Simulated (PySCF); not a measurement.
# U-r2SCAN/def2-SVP run of CH4BNO− (SMILES [BH2-]NC=O)

What is the vertical ionisation energy of CH4BNO− at U-r2SCAN/def2-SVP? 

The results are computed with PySCF 2.14.0.

**1. The structure to begin with**

CH4BNO−: 8 atoms, total charge -1, spin state doublet. As SMILES, `[BH2-]NC=O`. The coordinates come from a GFN2-xTB relaxation.

Bond lengths: B1–N2 1.423 Å, N2–C3 1.376 Å, C3–O4 1.266 Å, B1–H5 1.199 Å, B1–H6 1.180 Å, N2–H7 1.013 Å, C3–H8 1.118 Å. Angles: B1–N2–C3 133.7°, N2–C3–O4 127.4°, B1–N2–H7 115.3°, C3–N2–H7 110.9°, N2–B1–H5 116.4°, N2–B1–H6 122.0°, N2–C3–H8 112.3°, O4–C3–H8 120.3°, H5–B1–H6 121.7°.

**2. A single-point energy at U-r2SCAN/def2-SVP**

File input.py:

```python
from pyscf import gto, dft

molecule = gto.Mole()
molecule.atom = [
    ('B', (-0.378840, 1.193730, -0.384980)),
    ('N', (0.373680, 0.078060, 0.077210)),
    ('C', (0.065520, -1.239200, 0.328340)),
    ('O', (-1.057980, -1.806170, 0.189110)),
    ('H', (0.220350, 2.225190, -0.510600)),
    ('H', (-1.523770, 1.105570, -0.655760)),
    ('H', (1.350860, 0.264020, 0.268590)),
    ('H', (0.950190, -1.821200, 0.688070)),
]
molecule.verbose = 3
molecule.basis = 'def2-svp'
molecule.charge = -1
molecule.max_memory = 1860
molecule.spin = 1
molecule.build()

mf = dft.UKS(molecule)
mf.xc = 'r2scan'
mf.conv_tol = 1e-10
mf.grids.level = 7
mf.kernel()
if not mf.converged:
    mf = mf.newton().run(mf.mo_coeff, mf.mo_occ)

energy = mf.e_tot
print('E(%s) = %.9f' % ('R2SCAN', energy))
```

On the command line:

```bash
$ OMP_NUM_THREADS=1 python input.py
```

Standard output:

```text
converged SCF energy = -195.087761879414  <S^2> = 0.76408103  2S+1 = 2.0140318
E(R2SCAN) = -195.087761879
```

Wall time 2.4 min (1 thread of Arm Neoverse V1, shared host); peak memory 0.48 GiB.

**3. Singlet neutral CH4BNO, same level**

File run.py:

```python
from pyscf import gto, dft

molecule = gto.Mole()
molecule.atom = [
    ('B', (-0.378840, 1.193730, -0.384980)),
    ('N', (0.373680, 0.078060, 0.077210)),
    ('C', (0.065520, -1.239200, 0.328340)),
    ('O', (-1.057980, -1.806170, 0.189110)),
    ('H', (0.220350, 2.225190, -0.510600)),
    ('H', (-1.523770, 1.105570, -0.655760)),
    ('H', (1.350860, 0.264020, 0.268590)),
    ('H', (0.950190, -1.821200, 0.688070)),
]
molecule.max_memory = 1860
molecule.basis = 'def2-svp'
molecule.verbose = 3
molecule.build()

myscf = dft.RKS(molecule)
myscf.xc = 'r2scan'
myscf.conv_tol = 1e-10
myscf.grids.level = 7
myscf.kernel()
if not myscf.converged:
    myscf = myscf.newton().run(myscf.mo_coeff, myscf.mo_occ)

e_final = myscf.e_tot
print('Final energy', e_final)
```

On the command line:

```bash
$ OMP_NUM_THREADS=1 python run.py
```

Standard output:

```text
converged SCF energy = -195.097381934795
Final energy -195.09738193479518
```

Wall time 57 s (1 thread of Arm Neoverse V1, shared host); peak memory 0.44 GiB.

**4. Outcome**

Level: U-r2SCAN/def2-SVP.

| quantity | value |
| --- | --- |
| doublet CH4BNO−: total energy | -195.08776 Eh |
| doublet CH4BNO−: HOMO energy (highest over α and β) | 3.05 eV |
| doublet CH4BNO−: LUMO energy (lowest over α and β) | 4.90 eV |
| doublet CH4BNO−: ⟨S²⟩ | 0.764 |
| singlet neutral CH4BNO: total energy | -195.09738 Eh |
| singlet neutral CH4BNO: dipole moment | 3.63 D |
| singlet neutral CH4BNO: HOMO energy | -6.46 eV |
| singlet neutral CH4BNO: LUMO energy | -2.37 eV |
| singlet neutral CH4BNO: HOMO–LUMO gap | 4.09 eV |
| vertical detachment energy (to the singlet neutral) | -0.262 eV |

What this shows: The species is unbound against losing an electron at this level, by 0.26 eV (−6.0 kcal/mol); missing correlation or diffuse functions can give that sign where the real anion is bound. Only the singlet of the ionised species was computed; a triplet could lie lower. Mulliken charges (doublet CH4BNO−) run from -0.43 on O4 to +0.10 on C3; they depend strongly on the basis. The HOMO (doublet CH4BNO−) lies at positive energy, 3.05 eV, as semi-local functionals often give for anions; only total energies tell whether the electron is bound.
